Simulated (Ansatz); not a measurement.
# CH7OSbSi: a ladder of functionals and wavefunction methods

An exercise on one series of results from a longer session: the logs are not shown, and one member is left open.

Method: functionals in def2-TZVPP, the program's frozen cores in correlated methods; program: Ansatz 0.2.0, Gaussian basis.

Plan: LDA (SPW92), PBE-D4, revPBE-D4, BLYP-D4, r2SCAN-D4, B97M-V, PBE0-D4, B3LYP-D4, r2SCANh-D4, r2SCAN0-D4, HSE06-D4, BHLYP-D4, CAM-B3LYP-D4, LC-ωPBE, ωB97X-V, ωB97M-V, B2PLYP, PBE-QIDH; CCSD(T)/def2-SVP; CCSD(T)/def2-TZVPP; MP2/def2-QZVPP; extrapolation to the limit; RPA on PBE.

**Structure used throughout**

An earlier PBE0-D4 in a triple-zeta def2 set relaxation fixed the geometry. Sb takes the def2 core potential; no spin-orbit term is included.

11 atoms, charge 0, spin multiplicity 1.

Atoms are counted from 1 here; the program's logs count them from 0.

Bond lengths: C1–O2 1.405 Å, C1–H5 1.099 Å, C1–H6 1.100 Å, C1–H7 1.094 Å, O2–Sb3 1.981 Å, Sb3–Si4 2.580 Å, Sb3–H8 1.725 Å, Si4–H9 1.484 Å, Si4–H10 1.486 Å, Si4–H11 1.489 Å. Angles: O2–C1–H5 112.0°, O2–C1–H6 112.8°, O2–C1–H7 107.9°, H5–C1–H6 108.0°, H5–C1–H7 108.0°, H6–C1–H7 107.9°, C1–O2–Sb3 117.0°, O2–Sb3–Si4 90.6°, O2–Sb3–H8 95.8°, Si4–Sb3–H8 89.9°, Sb3–Si4–H9 110.7°, Sb3–Si4–H10 109.5°, Sb3–Si4–H11 108.4°, H9–Si4–H10 109.8°, H9–Si4–H11 109.8°, H10–Si4–H11 108.7°.

Set-up of the first run:

Input file in.yaml:

```yaml
crystal:
  periodic: [false, false, false]
  atoms:
    - {symbol: C, position_ang: [0.765106, 2.061067, -0.589515]}
    - {symbol: O, position_ang: [0.683821, 0.787724, -0.001985]}
    - {symbol: Sb, position_ang: [-1.081406, 0.233774, 0.706009]}
    - {symbol: Si, position_ang: [-0.326145, -2.232630, 0.737344]}
    - {symbol: H, position_ang: [0.213062, 2.113568, -1.538351]}
    - {symbol: H, position_ang: [0.388545, 2.857743, 0.068088]}
    - {symbol: H, position_ang: [1.818410, 2.268204, -0.798577]}
    - {symbol: H, position_ang: [-1.818363, -0.013112, -0.834256]}
    - {symbol: H, position_ang: [0.342773, -2.593172, -0.537677]}
    - {symbol: H, position_ang: [0.606539, -2.450316, 1.873429]}
    - {symbol: H, position_ang: [-1.527042, -3.089852, 0.936092]}
basis:
  gaussian: {orbitals: def2-TZVPP}
hamiltonian: {xc: lda}
output: {orbitals: {seedname: orbitals}}
```

Run with:

```bash
> ansatz run in.yaml --threads 4 --pin off --events-out ev --progress --plain --max-ram 10444MiB
```

Among the steps run: LDA; PBE-D4 (GGA); revPBE-D4 (GGA); BLYP-D4 (GGA); r2SCAN-D4 (meta-GGA); B97M-V (meta-GGA); PBE0-D4 (hybrid); B3LYP-D4 (hybrid); r2SCANh-D4 (hybrid); r2SCAN0-D4 (hybrid); HSE06-D4 (hybrid); BHLYP-D4 (hybrid); CAM-B3LYP-D4 (range-separated); LC-ωPBE (range-separated); ωB97X-V (range-separated); ωB97M-V (range-separated); B2PLYP (double hybrid); PBE-QIDH (double hybrid).

One table of the session follows, with a row left open; its other results are not shown here.

It belongs to the step «Frontier levels by functional». 

| functional | HOMO (eV) | gap (eV) |
| --- | --- | --- |
| LDA (SPW92) | -5.81 | 3.50 |
| PBE-D4 | -5.68 | 3.60 |
| revPBE-D4 | -5.63 | 3.66 |
| BLYP-D4 | -5.57 | 3.62 |
| r2SCAN-D4 | ? | ? |
| B97M-V | -6.03 | 4.06 |
| PBE0-D4 | -6.84 | 5.56 |
| B3LYP-D4 | -6.65 | 5.17 |
| r2SCANh-D4 | -6.38 | 4.79 |
| r2SCAN0-D4 | -7.01 | 5.84 |
| HSE06-D4 | -6.45 | 4.80 |
| BHLYP-D4 | -7.80 | 7.37 |
| CAM-B3LYP-D4 | -8.07 | 7.78 |
| LC-ωPBE | -9.28 | 10.09 |
| ωB97X-V | -9.00 | 9.69 |
| ωB97M-V | -8.89 | 9.37 |

**Question.** Estimate the row for r2SCAN-D4.

Worked estimate for «HOMO (eV)». Against the share of exact exchange, r2SCANh-D4 (0.1, -6.38), r2SCAN0-D4 (0.25, -7.01) give a slope of -4.20 per unit share; at 0 the line stands at -5.96.

As computed: HOMO (eV): -5.94; gap (eV): 4.06. In «HOMO (eV)» the line misses by -0.02.
